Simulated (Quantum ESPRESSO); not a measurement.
# Cu in Quantum ESPRESSO: settings compared, part 2 of 2

Quantum ESPRESSO 7.5. Earlier steps stand in the parts before.

### Step 3. Work function, LDA+rVV10

Input file pw.in:

```
&CONTROL
  calculation = 'scf'
  prefix = 'pwscf'
  outdir = './tmp'
  pseudo_dir = './pseudo'
  tprnfor = .true.
  disk_io = 'low'
/
&SYSTEM
  ibrav = 0
  celldm(1) = 8
  nat = 5
  ntyp = 1
  ecutwfc = 50
  ecutrho = 250
  nbnd = 61
  input_dft = 'sla+pw+nogx+nogc+vv10'
  occupations = 'smearing'
  smearing = 'fd'
  degauss = 0.00734986
  assume_isolated = 'esm'
  esm_bc = 'bc1'
/
&ELECTRONS
  conv_thr = 5d-09
  electron_maxstep = 150
  mixing_beta = 0.3
  mixing_mode = 'local-TF'
  tqr = .true.
/
ATOMIC_SPECIES
Cu    63.5460 cu_lda_v1.2.uspp.F.UPF
CELL_PARAMETERS alat
  0.5985935849060  -0.0000000000000   0.0000000000000
 -0.2992967924530   0.5183972510728   0.0000000000000
  0.0000000000000   0.0000000000000   5.4861446981929
ATOMIC_POSITIONS crystal
Cu     0.3333333300    0.6666666600   -0.1770740950
Cu     0.6666666700    0.3333333400   -0.0885370475
Cu     0.3333333300    0.6666666600    0.0000000000
Cu     0.6666666700    0.3333333400    0.0885370475
Cu     0.3333333300    0.6666666600    0.1770740950
K_POINTS automatic
12 12 1 0 0 0
```

Input file pp_density.in:

```
&INPUTPP
  prefix = 'pwscf'
  outdir = './tmp'
  filplot = 'density.dat'
  plot_num = 0
/
&PLOT
  nfile = 1
  filepp(1) = 'density.dat'
  iflag = 3
  output_format = 6
  fileout = 'density.cube'
/
```

Input file pp_potential.in:

```
&INPUTPP
  prefix = 'pwscf'
  outdir = './tmp'
  filplot = 'potential.dat'
  plot_num = 11
/
&PLOT
  nfile = 1
  filepp(1) = 'potential.dat'
  iflag = 3
  output_format = 6
  fileout = 'potential.cube'
/
```

Potentials or basis: GBRV 1.5 LDA.

Run with:

```bash
> OMP_NUM_THREADS=1 mpirun -n 2 pw.x -nk 2 -in pw.in > pw.out
> OMP_NUM_THREADS=1 mpirun -n 1 pp.x -in pp_density.in > pp_density.out
> OMP_NUM_THREADS=1 mpirun -n 1 pp.x -in pp_potential.in > pp_potential.out
```

pw.out:

```text
This program is part of the open-source Quantum ESPRESSO suite
     for quantum simulation of materials; please cite
         "P. Giannozzi et al., J. Phys.:Condens. Matter 21 395502 (2009);
         "P. Giannozzi et al., J. Phys.:Condens. Matter 29 465901 (2017);
         "P. Giannozzi et al., J. Chem. Phys. 152 154105 (2020);
     in publications or presentations arising from this work. More details at

     IMPORTANT: XC functional enforced from input :
     Exchange-correlation= SLA+PW+NOGX+NOGC+VV10
                           (   1   4   0   0  26   0   0)
     Any further DFT definition will be discarded
     Please, verify this is what you really want

     Message from routine setup:
     using ibrav=0 with symmetry is DISCOURAGED, use correct ibrav instead

     K-points division:     npool     =       2
     Subspace diagonalization in iterative solution of the eigenvalue problem:
     a serial algorithm will be used

     G-vector sticks info
     --------------------
     sticks:   dense  smooth     PW     G-vecs:    dense   smooth      PW
     Sum         385     313     97                57785    41729    7251

     Using Slab Decomposition

     bravais-lattice index     =            0
     lattice parameter (alat)  =       8.0000  a.u.
     unit-cell volume          =     871.6296 (a.u.)^3
     number of atoms/cell      =            5
     number of atomic types    =            1
     number of electrons       =        95.00
     number of Kohn-Sham states=           61
     kinetic-energy cutoff     =      50.0000  Ry
     charge density cutoff     =     250.0000  Ry
     scf convergence threshold =      5.0E-09
     mixing beta               =       0.3000
     number of iterations used =            8  local-TF  mixing
     Exchange-correlation= SLA+PW+NOGX+NOGC+VV10
                           (   1   4   0   0  26   0   0)

     Effective Screening Medium Method
     =================================
     Boundary Conditions: Vacuum-Slab-Vacuum
     total charge in unit cell        =   0.0000
     grid points for fit at edges     =        4

     celldm(1)=   8.000000  celldm(2)=   0.000000  celldm(3)=   0.000000
     celldm(4)=   0.000000  celldm(5)=   0.000000  celldm(6)=   0.000000

     crystal axes: (cart. coord. in units of alat)
               a(1) = (   0.598594  -0.000000   0.000000 )
               a(2) = (  -0.299297   0.518397   0.000000 )
               a(3) = (   0.000000   0.000000   5.486145 )

     reciprocal axes: (cart. coord. in units 2 pi/alat)
               b(1) = (  1.670583  0.964511 -0.000000 )
               b(2) = (  0.000000  1.929023 -0.000000 )
               b(3) = ( -0.000000 -0.000000  0.182277 )

     PseudoPot. # 1 for Cu read from file:
     cu_lda_v1.2.uspp.F.UPF
     Pseudo is Ultrasoft + core correction, Zval = 19.0
     Generated by new atomic code, or converted to UPF format
     Using radial grid of  867 points,  6 beta functions with:
                l(1) =   0
                l(2) =   0
                l(3) =   1
                l(4) =   1
                l(5) =   2
                l(6) =   2
     Q(r) pseudized with  8 coefficients,  rinner =    1.150   1.150   1.150
                                                       1.150   1.150

     atomic species   valence    mass     pseudopotential
     Cu               19.00    63.54600     Cu( 1.00)

     12 Sym. Ops. (no inversion) found

   Cartesian axes

     site n.     atom                  positions (alat units)
         1        Cu     tau(   1) = (   0.0000000   0.3455982  -0.9714541  )
         2        Cu     tau(   2) = (   0.2992968   0.1727991  -0.4857271  )
         3        Cu     tau(   3) = (   0.0000000   0.3455982   0.0000000  )
         4        Cu     tau(   4) = (   0.2992968   0.1727991   0.4857271  )
         5        Cu     tau(   5) = (   0.0000000   0.3455982   0.9714541  )

     number of k points=    19  Fermi-Dirac smearing, width (Ry)=  0.0073
                       cart. coord. in units 2pi/alat
        k(    1) = (   0.0000000   0.0000000   0.0000000), wk =   0.0138889
        k(    2) = (   0.0000000   0.1607519   0.0000000), wk =   0.0833333
        k(    3) = (   0.0000000   0.3215038   0.0000000), wk =   0.0833333
        k(    4) = (   0.0000000   0.4822556   0.0000000), wk =   0.0833333
        k(    5) = (   0.0000000   0.6430075   0.0000000), wk =   0.0833333
        k(    6) = (   0.0000000   0.8037594   0.0000000), wk =   0.0833333
[... 11 lines left out ...]
        k(   18) = (   0.4176456   0.8841353   0.0000000), wk =   0.1666667
        k(   19) = (   0.5568609   0.9645113   0.0000000), wk =   0.0277778

     Dense  grid:    57785 G-vectors     FFT dimensions: (  25,  25, 225)

     Smooth grid:    41729 G-vectors     FFT dimensions: (  24,  24, 200)
     Real space treatment of Q(r)

     Check: negative core charge=   -0.000001

     Initializing real-space augmentation for DENSE grid
     Message from routine real_space_q:
     integrated real space q too different from target q
     Largest difference:   0.000566 for atom type # 1

     Initial potential from superposition of free atoms

     starting charge      90.0000, renormalised to      95.0000

     negative rho (up, down):  6.801E-04 0.000E+00

Carrying out rVV10 run using the following parameters:
Nqs =      20    Nr_points =    1024   r_max =   100.000
b_value =  6.30000    beta =  0.00901
     q_mesh =  0.00010000  0.00030000  0.00058939  0.00100810
               0.00161396  0.00249058  0.00375900  0.00559430
               0.00824984  0.01209221  0.01765183  0.02569619
               0.03733578  0.05417739  0.07854596  0.11380545
               0.16482331  0.23864234  0.34545298  0.50000000

Gradients computed in Reciprocal space

     Starting wfcs are   65 randomized atomic wfcs

     Self-consistent Calculation

     iteration #  1     ecut=    50.00 Ry     beta= 0.30
     Davidson diagonalization with overlap
     c_bands:  5 eigenvalues not converged
     c_bands:  5 eigenvalues not converged
     c_bands:  3 eigenvalues not converged
     c_bands:  3 eigenvalues not converged
     c_bands:  1 eigenvalues not converged
     c_bands:  3 eigenvalues not converged
     ethr =  1.00E-02,  avg # of iterations = 13.4
[... 210 lines left out ...]
     iteration # 22     ecut=    50.00 Ry     beta= 0.30
     Davidson diagonalization with overlap
     ethr =  8.98E-12,  avg # of iterations =  2.2

     negative rho (up, down):  8.371E-04 0.000E+00

     End of self-consistent calculation

          k = 0.0000 0.0000 0.0000 (  5295 PWs)   bands (ev):

  -117.0376-117.0369-116.9806-116.7763-116.7763 -74.9018 -74.8707 -74.8278
   -74.8278 -74.8271 -74.8271 -74.8052 -74.7555 -74.7555 -74.5868 -74.5868
   -74.5868 -74.5868 -74.5661 -74.5660 -14.6614 -13.7648 -12.3857 -11.1078
   -10.6049  -8.4831  -8.4739  -8.3727  -8.3727  -8.3552  -8.3552  -8.3091
    -8.2243  -8.2243  -8.0613  -8.0613  -8.0102  -8.0102  -7.9362  -7.6488
    -7.6488  -7.3832  -7.3832  -7.1192  -7.1192  -6.9604  -6.9604  -6.9424
    -6.9424  -6.3574  -5.6781  -0.9513  -0.4327  -0.0162   1.4769   1.7279
     4.1878   4.4414   7.4343   7.8827  11.3982
[... 47 lines left out ...]
  -117.0266-117.0265-116.9708-116.7660-116.7660 -74.9215 -74.9161 -74.8754
   -74.8655 -74.8508 -74.8493 -74.8260 -74.8128 -74.7767 -74.6725 -74.6725
   -74.6087 -74.6087 -74.5577 -74.5577 -10.6258 -10.4267 -10.1082  -9.8292
    -9.7737  -9.4031  -9.1625  -9.1426  -8.9505  -8.3250  -8.2730  -8.0772
    -7.9609  -7.8523  -7.7766  -7.5095  -7.1515  -7.1438  -7.0514  -6.9723
    -6.9471  -6.8957  -6.8506  -6.7313  -6.7198  -6.4059  -6.3681  -5.4720
    -3.9132  -2.3854   0.0442   0.1373   1.1795   1.2136   2.6060   3.2308
     4.7456   4.9345   5.4665   6.7604   6.9768

          k = 0.0000-0.9645 0.0000 (  5188 PWs)   bands (ev):

  -117.0258-117.0258-116.9701-116.7653-116.7653 -74.9277 -74.9224 -74.8781
   -74.8625 -74.8525 -74.8509 -74.8288 -74.8144 -74.7782 -74.6786 -74.6786
   -74.6103 -74.6103 -74.5571 -74.5571 -10.3720 -10.3127 -10.0640  -9.8554
    -9.8098  -9.4194  -9.2034  -9.2009  -8.9688  -8.3608  -8.3034  -8.0041
    -7.9782  -7.6944  -7.6576  -7.5040  -7.1168  -7.0199  -6.9608  -6.8883
    -6.8818  -6.8629  -6.7753  -6.6346  -6.6332  -5.3127  -5.2025  -4.5274
    -3.9101  -3.6987  -0.4035  -0.0587   0.3923   1.3269   2.0634   2.7799
     5.0518   5.7888   6.6449   7.2771   7.5343

          k = 0.1392 0.2411 0.0000 (  5251 PWs)   bands (ev):
[... 122 lines left out ...]
  -117.0244-117.0244-116.9688-116.7639-116.7639 -74.9026 -74.8956 -74.8942
   -74.8933 -74.8698 -74.8560 -74.8196 -74.8152 -74.8084 -74.6523 -74.6523
   -74.6512 -74.6512 -74.5560 -74.5559  -9.5103  -9.4441  -9.3962  -9.3199
    -9.2916  -9.1805  -9.1632  -9.0627  -9.0413  -8.6243  -8.5202  -8.4730
    -8.1458  -8.1356  -8.0791  -8.0768  -7.8318  -7.7454  -7.4066  -7.0961
    -7.0892  -7.0453  -7.0092  -6.9731  -6.9559  -1.8973  -1.7472  -1.6649
    -1.4378  -0.9662  -0.8740  -0.6530   0.4106   1.6684   2.0269   2.2776
     2.7871   3.8514   3.8773   4.9787   5.4873

     the Fermi energy is    -5.3178 ev

!    total energy              =   -2017.14698866 Ry
     estimated scf accuracy    <          2.0E-09 Ry
     smearing contrib. (-TS)   =      -0.00581207 Ry
     internal energy E=F+TS    =   -2017.14117659 Ry

     The total energy is F=E-TS. E is the sum of the following terms:
     one-electron contribution =   35072.49379065 Ry
     hartree contribution      =  -17553.72613923 Ry
     xc contribution           =    -190.53554387 Ry
     ewald contribution        =  -19345.37328414 Ry

     convergence has been achieved in  22 iterations

     negative rho (up, down):  8.371E-04 0.000E+00

     Forces acting on atoms (cartesian axes, Ry/au):

     atom    1 type  1   force =    -0.00000000   -0.00000000    0.01518289
     atom    2 type  1   force =     0.00000000    0.00000000   -0.00145715
     atom    3 type  1   force =     0.00000000   -0.00000000    0.00000000
     atom    4 type  1   force =     0.00000000   -0.00000000    0.00145715
     atom    5 type  1   force =     0.00000000   -0.00000000   -0.01518289

     Total force =     0.021571     Total SCF correction =     0.000059

=------------------------------------------------------------------------------=
   JOB DONE.
=------------------------------------------------------------------------------=
```

Wall time 3.9 min (2 MPI ranks of Arm Neoverse V2, shared host); peak memory 0.52 GiB.

Results:

- Free energy: -27444.6829 eV
- Largest force: 0.390 eV/Å
- Band gap on the k mesh: none (metal or under the smearing width)
- Work function of the upper face: 5.32 eV
- Work function of the lower face: 5.32 eV

Forces on the atoms (eV/Å):
```
Cu   0.000  0.000  0.390
Cu   0.000  0.000 -0.037
Cu   0.000  0.000  0.000
Cu   0.000  0.000  0.037
Cu   0.000  0.000 -0.390
```

Caveat: real space augmentation costs some meV and hundredths of eV per Å; rVV10's parameter b was fitted to another functional.
